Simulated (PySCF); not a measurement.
# The bond of RbI, level by level

The task here is to estimate one member of a computed series from the others.

Program: PySCF 2.14.0. Level of theory: Rb def2-SVP with ECP28, I def2-SVP with ECP28, scalar-relativistic core potentials. These are calculated values, not measurements.

The first run:

A driver script around PySCF takes these settings:

- atoms: Rb, I
- charge: 0
- basis: Rb def2-SVP with ECP28, I def2-SVP with ECP28
- Hamiltonian: scalar-relativistic core potentials
- basis functions: 50
- electrons treated: 34
- masses in u: 84.9118, 126.9045
- levels: PBE0, PBE, r²SCAN, PBEsol, BLYP, r²SCANh, HSE06, HF, MP2, SCS-MP2, CCSD, CCSD(T)
- grid: 80 radial by 434 angular points
- occupations: held fixed by the projection of orbital angular momentum
- dissociation limit: Rb + I, each in its ground configuration
- starting distance in angstrom: 3.370
- values of 2S to try: 0, 2

Launch:

```sh
$ OMP_NUM_THREADS=1 python dia.py task.json out
```

Steps of the session up to this table: Set-up; The PBE0 curve of the state that the search chose; Higher solutions at PBE0; PBE (GGA); r²SCAN (meta-GGA); PBEsol (GGA); BLYP; r²SCANh; HSE06 (range-separated hybrid); RHF (mean field); Adding correlation.

One table of the session follows, with a row left open; its other results are not shown here.

Energy (eV) from each level's lowest point:

| R (Å) | RHF | RHF-MP2 | RHF-SCS-MP2 | RHF-CCSD | RHF-CCSD(T) |
| --- | --- | --- | --- | --- | --- |
| 2.780 | 0.816 | 0.680 | 0.704 | n/a | n/a |
| 2.910 | 0.402 | 0.309 | 0.324 | 0.319 | 0.315 |
| 3.039 | 0.161 | 0.104 | 0.112 | 0.109 | 0.107 |
| 3.136 | 0.060 | 0.028 | 0.032 | 0.030 | 0.029 |
| 3.233 | 0.011 | 0.000 | 0.000 | 0.000 | 0.000 |
| 3.330 | 0.000 | 0.008 | 0.005 | 0.006 | 0.007 |
| 3.459 | 0.029 | 0.059 | 0.051 | 0.054 | 0.056 |
| 3.621 | ? | ? | ? | ? | ? |
| 3.815 | 0.251 | 0.324 | 0.309 | 0.316 | 0.320 |
| 4.074 | 0.466 | 0.561 | 0.542 | n/a | n/a |

**Question.** Estimate the row for R (Å) = 3.621.

Worked estimate for «RHF». A straight line through the neighbours (3.459, 0.029) and (3.815, 0.251) gives 0.029 + (0.251 − 0.029) × (3.621 − 3.459) / (3.815 − 3.459) = 0.130; a parabola fitted to 4 rows on both sides gives 0.118.

The run gave: RHF: 0.112; RHF-MP2: 0.164; RHF-SCS-MP2: 0.152; RHF-CCSD: 0.158; RHF-CCSD(T): 0.160. In «RHF» the line misses by +0.018 and the parabola by +0.006.
